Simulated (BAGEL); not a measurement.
# SiH2SeF (SMILES F[SiH][SeH]) at UHF/3-21G (density fitting with qzvpp-jkfit)

What is the vertical ionisation energy of SiH2SeF at UHF/3-21G (density fitting with qzvpp-jkfit)? 

The calculation is run with BAGEL 1.2.2.

## 1. The system as given

SiH2SeF: 5 atoms, total charge 0, spin state doublet. SMILES: `F[SiH][SeH]`. Geometry: relaxed at PBE0-D4/def2-TZVP. This is one conformer, not always the lowest.

Bond lengths: F1–Si2 1.603 Å, Si2–Se3 2.278 Å, Si2–H4 1.497 Å, Se3–H5 1.470 Å. Angles: F1–Si2–Se3 105.1°, F1–Si2–H4 106.6°, Se3–Si2–H4 111.9°, Si2–Se3–H5 90.4°.

## 2. The energy at UHF/3-21G (density fitting with qzvpp-jkfit)

File input.json:

```json
{ "bagel": [

{
  "title": "molecule",
  "basis": "3-21g",
  "df_basis": "qzvpp-jkfit",
  "angstrom": true,
  "geometry": [
    { "atom": "F", "xyz": [   -0.580700,   -1.422800,    1.312100 ] },
    { "atom": "Si", "xyz": [   -0.677900,   -0.218300,    0.258300 ] },
    { "atom": "Se", "xyz": [    1.408800,    0.693300,    0.205500 ] },
    { "atom": "H", "xyz": [   -1.053400,   -0.829000,   -1.056400 ] },
    { "atom": "H", "xyz": [    0.953100,    1.703200,   -0.760900 ] }
  ]
},
{
  "title": "uhf",
  "nopen": 1
},
{
  "title": "print",
  "file": "orbitals.molden",
  "orbitals": true
}

]}
```

Run with:

```
BAGEL_NUM_THREADS=1 BAGEL input.json > input.out
```

What it wrote:

```text
* using 1 threads per process

  ===============================================================
  ===============================================================

  *** Geometry ***

  { "atom" : "F", "xyz" : [     -1.097364,     -2.688702,      2.479510 ] },
  { "atom" : "Si", "xyz" : [     -1.281045,     -0.412527,      0.488116 ] },
  { "atom" : "Se", "xyz" : [      2.662246,      1.310147,      0.388339 ] },
  { "atom" : "H", "xyz" : [     -1.990638,     -1.566583,     -1.996307 ] },
  { "atom" : "H", "xyz" : [      1.801098,      3.218582,     -1.437893 ] },

  Number of auxiliary basis functions:      507

  Since a DF basis is specified, we compute 2- and 3-index integrals:
    o Being stored without compression. Storage requirement is 0.009 GB

  Number of basis functions:       48
  Number of electrons      :       59

    * METHOD: MOLECULE                             0.19

  *** Open-shell HF ***

  === Nuclear Repulsion ===
   233.1311747803

      * DIIS with orbital gradients will be used.

  === UHF iteration (3-21g) ===
      0      -2775.84398909          0.04122149           0.09
      1      -2775.92207088          0.02538970           0.09
      2      -2775.94203195          0.01491505           0.08
      3      -2775.95127588          0.00094637           0.09
      4      -2775.95167767          0.00032610           0.09
      5      -2775.95174934          0.00012958           0.09
      6      -2775.95176763          0.00004252           0.08
      7      -2775.95177170          0.00001714           0.09
      8      -2775.95177256          0.00000729           0.08
      9      -2775.95177267          0.00000363           0.09
     10      -2775.95177269          0.00000153           0.08
     11      -2775.95177270          0.00000059           0.08
     12      -2775.95177270          0.00000025           0.08
     13      -2775.95177270          0.00000013           0.08
     14      -2775.95177270          0.00000008           0.09
     15      -2775.95177270          0.00000004           0.09
     16      -2775.95177270          0.00000002           0.09
     17      -2775.95177270          0.00000001           0.09
    * SCF iteration converged.

    * S^2 (UHF) is 0.7548

    * Permanent dipole moment:
           (    0.666839,    -0.621561,     0.603859) a.u.

    * METHOD: UHF                                  1.68

    * METHOD: PRINT                                0.01

  ===============================================================
```

Wall time 2 s (1 thread of Arm Neoverse V1, shared host).

## 3. The singlet cation at the same level

File calc.json:

```json
{ "bagel": [

{
  "title": "molecule",
  "basis": "3-21g",
  "df_basis": "qzvpp-jkfit",
  "angstrom": true,
  "geometry": [
    { "atom": "F", "xyz": [   -0.580700,   -1.422800,    1.312100 ] },
    { "atom": "Si", "xyz": [   -0.677900,   -0.218300,    0.258300 ] },
    { "atom": "Se", "xyz": [    1.408800,    0.693300,    0.205500 ] },
    { "atom": "H", "xyz": [   -1.053400,   -0.829000,   -1.056400 ] },
    { "atom": "H", "xyz": [    0.953100,    1.703200,   -0.760900 ] }
  ]
},
{ "title": "hf", "charge": 1 },
{ "title": "print", "file": "orbitals.molden", "orbitals": true }

]}
```

Run with:

```
BAGEL_NUM_THREADS=1 BAGEL calc.json > calc.out
```

What it wrote:

```text
* using 1 threads per process

  ===============================================================
  ===============================================================

  *** Geometry ***

  { "atom" : "F", "xyz" : [     -1.097364,     -2.688702,      2.479510 ] },
  { "atom" : "Si", "xyz" : [     -1.281045,     -0.412527,      0.488116 ] },
  { "atom" : "Se", "xyz" : [      2.662246,      1.310147,      0.388339 ] },
  { "atom" : "H", "xyz" : [     -1.990638,     -1.566583,     -1.996307 ] },
  { "atom" : "H", "xyz" : [      1.801098,      3.218582,     -1.437893 ] },

  Number of auxiliary basis functions:      507

  Since a DF basis is specified, we compute 2- and 3-index integrals:
    o Being stored without compression. Storage requirement is 0.009 GB

  Number of basis functions:       48
  Number of electrons      :       59

    * METHOD: MOLECULE                             0.19

  *** RHF ***

  === Nuclear Repulsion ===
   233.1311747803

      * DIIS with orbital gradients will be used.

  === RHF iteration (3-21g) ===
      0      -2775.49869334          0.02264282           0.04
      1      -2775.59746002          0.01549708           0.04
      2      -2775.63870564          0.00122523           0.04
      3      -2775.63953769          0.00043217           0.04
      4      -2775.63967469          0.00019665           0.04
      5      -2775.63971023          0.00007338           0.04
      6      -2775.63971723          0.00002550           0.04
      7      -2775.63971824          0.00000921           0.04
      8      -2775.63971838          0.00000356           0.04
      9      -2775.63971840          0.00000136           0.04
     10      -2775.63971840          0.00000070           0.04
     11      -2775.63971841          0.00000029           0.04
     12      -2775.63971841          0.00000008           0.04
     13      -2775.63971841          0.00000003           0.04
     14      -2775.63971841          0.00000001           0.04
     15      -2775.63971841          0.00000000           0.04
    * SCF iteration converged.

    * Permanent dipole moment:
           (    1.791496,    -0.748599,     1.042163) a.u.

    * METHOD: HF                                   0.80

    * METHOD: PRINT                                0.01

  ===============================================================
```

Run time: 1.1 s. Hardware: 1 thread of Arm Neoverse V1, shared host.

## 4. Outcome

Level: UHF/3-21G (density fitting with qzvpp-jkfit).

| quantity | value |
| --- | --- |
| doublet SiH2SeF: total energy | -2775.95177 Eh |
| doublet SiH2SeF: dipole moment | 2.78 D |
| doublet SiH2SeF: ⟨S²⟩ | 0.755 |
| singlet cation: total energy | -2775.63972 Eh |
| singlet cation: HOMO energy | -16.39 eV |
| singlet cation: LUMO energy | -7.77 eV |
| singlet cation: HOMO–LUMO gap | 8.62 eV |
| vertical ionisation energy (to the singlet cation) | 8.491 eV |

**Reading.** The vertical ionisation energy comes to 8.49 eV (196 kcal/mol). Only the singlet of the ionised species was computed; a triplet could lie lower.
